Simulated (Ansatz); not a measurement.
# C₂H₇AlBFO: up Jacob's ladder to CCSD(T)

An exercise on one series of results from a longer session: the logs are not shown, and one member is left open.

Computed with Ansatz 0.2.0, Gaussian basis. Level: functionals in def2-TZVPP, the program's frozen cores in correlated methods.

Levels to be run: PBE-D4, r2SCAN-D4, PBE0-D4, B3LYP-D4, ωB97X-V, ωB97M-V, B2PLYP; CCSD(T)/def2-TZVPP; MP2/def2-QZVPP; extrapolation to the limit.

### The relaxed structure

An earlier PBE0-D4 in a triple-zeta def2 set relaxation fixed the geometry.

SMILES `COB(F)[CH2][AlH2]`, 13 atoms, charge 0, spin multiplicity 1.

Atoms are counted from 1 here; the program's logs count them from 0.

Bond lengths: C1–O2 1.410 Å, C1–H7 1.094 Å, C1–H8 1.090 Å, C1–H9 1.094 Å, O2–B3 1.353 Å, B3–F4 1.339 Å, B3–C5 1.550 Å, C5–Al6 1.959 Å, C5–H10 1.096 Å, C5–H11 1.093 Å, Al6–H12 1.585 Å, Al6–H13 1.589 Å. Angles: O2–C1–H7 111.2°, O2–C1–H8 107.7°, O2–C1–H9 111.6°, H7–C1–H8 108.7°, H7–C1–H9 108.9°, H8–C1–H9 108.7°, C1–O2–B3 122.0°, O2–B3–F4 114.4°, O2–B3–C5 126.3°, F4–B3–C5 119.3°, B3–C5–Al6 111.5°, B3–C5–H10 111.7°, B3–C5–H11 110.6°, Al6–C5–H10 105.7°, Al6–C5–H11 107.2°, H10–C5–H11 109.9°, C5–Al6–H12 120.9°, C5–Al6–H13 118.7° and more.

Set-up of the first run:

Contents of in.yaml:

```yaml
crystal:
  periodic: [false, false, false]
  atoms:
    - {symbol: C, position_ang: [-0.051268, -1.596533, 1.171886]}
    - {symbol: O, position_ang: [-0.737324, -1.529818, -0.057950]}
    - {symbol: B, position_ang: [-0.435333, -0.605789, -0.999115]}
    - {symbol: F, position_ang: [-1.191616, -0.673443, -2.102595]}
    - {symbol: C, position_ang: [0.623216, 0.518799, -0.873030]}
    - {symbol: Al, position_ang: [-0.141278, 2.139483, -0.080551]}
    - {symbol: H, position_ang: [0.994954, -1.881836, 1.025509]}
    - {symbol: H, position_ang: [-0.538086, -2.357250, 1.781843]}
    - {symbol: H, position_ang: [-0.087758, -0.642380, 1.706474]}
    - {symbol: H, position_ang: [1.447662, 0.226264, -0.213425]}
    - {symbol: H, position_ang: [1.012977, 0.792206, -1.856832]}
    - {symbol: H, position_ang: [-0.418380, 3.425512, -0.964011]}
    - {symbol: H, position_ang: [-0.457265, 2.150086, 1.476699]}
basis:
  gaussian: {orbitals: def2-TZVPP}
hamiltonian: {xc: pbe, dispersion: d4}
output: {forces: true, orbitals: {seedname: orbitals}}
```

The run is started by

```console
> ansatz run in.yaml --threads 4 --pin off --events-out ev --progress --plain --max-ram 10444MiB
```

Among the steps run: PBE-D4 (GGA); r2SCAN-D4 (meta-GGA); PBE0-D4 (hybrid); B3LYP-D4 (hybrid); ωB97X-V (range-separated); ωB97M-V (range-separated); B2PLYP (double hybrid); CCSD(T) in def2-TZVPP; MP2 in def2-QZVPP.

One of the session's tables, all rows but one given; the rest of the session is left out.

```
            method  atomisation energy (kJ/mol)
            PBE-D4                       5060.9
         r2SCAN-D4                       5011.7
           PBE0-D4                       4984.0
          B3LYP-D4                       4981.6
           ωB97X-V                            ?
           ωB97M-V                       5003.9
            B2PLYP                       4938.2
     HF/def2-TZVPP                       3765.2
    MP2/def2-TZVPP                       4963.2
   CCSD/def2-TZVPP                       4803.6
CCSD(T)/def2-TZVPP                       4867.6
           MP2/CBS                       5076.5
       CCSD(T)/CBS                       4980.9
```

Estimate the missing values for ωB97X-V.

As computed: atomisation energy (kJ/mol): 4994.6. In the column «atomisation energy (kJ/mol)» it lies between PBE0-D4 (4984.0) and ωB97M-V (5003.9).
